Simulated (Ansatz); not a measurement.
# CH₄BBrSi: basis-set convergence

An exercise on one series of results from a longer session: the logs are not shown, and one member is left open.

Method: one geometry, several basis sets; program: Ansatz 0.2.0, Gaussian basis.

Levels to be run: PBE0-D4/def2-SVP; ωB97M-V/def2-SVP; PBE0-D4/def2-QZVPP; ωB97M-V/def2-QZVPP; the functionals' def2-TZVPP values are taken from earlier runs.

## The relaxed structure

All runs share one geometry, relaxed beforehand with PBE0-D4 in a triple-zeta def2 set.

SMILES `Br[SiH]1BC1`, 8 atoms, charge 0, spin multiplicity 1.

Atoms are counted from 1 here; the program's logs count them from 0.

Bond lengths: Br1–Si2 2.215 Å, Si2–B3 1.887 Å, Si2–C4 2.037 Å, Si2–H5 1.477 Å, B3–C4 1.482 Å, B3–H6 1.185 Å, C4–H7 1.096 Å, C4–H8 1.089 Å. Angles: Br1–Si2–B3 123.5°, Br1–Si2–C4 126.6°, Br1–Si2–H5 107.2°, B3–Si2–C4 44.2°, B3–Si2–H5 129.0°, C4–Si2–H5 102.4°, Si2–B3–C4 73.3°, Si2–B3–H6 138.5°, C4–B3–H6 131.9°, Si2–C4–B3 62.5°, Si2–C4–H7 82.4°, Si2–C4–H8 143.4°, B3–C4–H7 125.0°, B3–C4–H8 123.6°, H7–C4–H8 110.1°.

Set-up of the first run:

in.yaml reads:

```yaml
crystal:
  periodic: [false, false, false]
  atoms:
    - {symbol: Br, position_ang: [-1.946326, 1.950019, -0.817232]}
    - {symbol: Si, position_ang: [-0.026084, 0.878927, -0.551390]}
    - {symbol: B, position_ang: [0.527554, 0.121930, 1.085988]}
    - {symbol: C, position_ang: [0.220263, -1.007397, 0.176567]}
    - {symbol: H, position_ang: [0.614106, 0.791449, -1.879536]}
    - {symbol: H, position_ang: [0.337254, 0.278339, 2.245378]}
    - {symbol: H, position_ang: [0.683732, -1.169201, -0.803001]}
    - {symbol: H, position_ang: [-0.318197, -1.901067, 0.487526]}
basis:
  gaussian: {orbitals: def2-SVP}
hamiltonian: {xc: pbe0, dispersion: d4}
output: {orbitals: {seedname: orbitals}}
```

The run is started by

```
ansatz run in.yaml --threads 2 --pin off --events-out ev --progress --plain --max-ram 4352MiB
```

Steps of the session up to this table: PBE0-D4 in def2-SVP; ωB97M-V in def2-SVP; PBE0-D4 in def2-QZVPP; ωB97M-V in def2-QZVPP.

One table of the session follows, with a row left open; its other results are not shown here.

It belongs to the step «Functionals by basis». 

| functional | basis | HOMO (eV) |
| --- | --- | --- |
| PBE0-D4 | def2-SVP | -7.13 |
| PBE0-D4 | def2-TZVPP | ? |
| PBE0-D4 | def2-QZVPP | -7.16 |
| ωB97M-V | def2-SVP | -9.15 |
| ωB97M-V | def2-TZVPP | -9.21 |
| ωB97M-V | def2-QZVPP | -9.21 |

Estimate the missing values for PBE0-D4, def2-TZVPP.

**Answer.** HOMO (eV): -7.15. In the column «HOMO (eV)» it lies between PBE0-D4, def2-QZVPP (-7.16) and PBE0-D4, def2-SVP (-7.13).
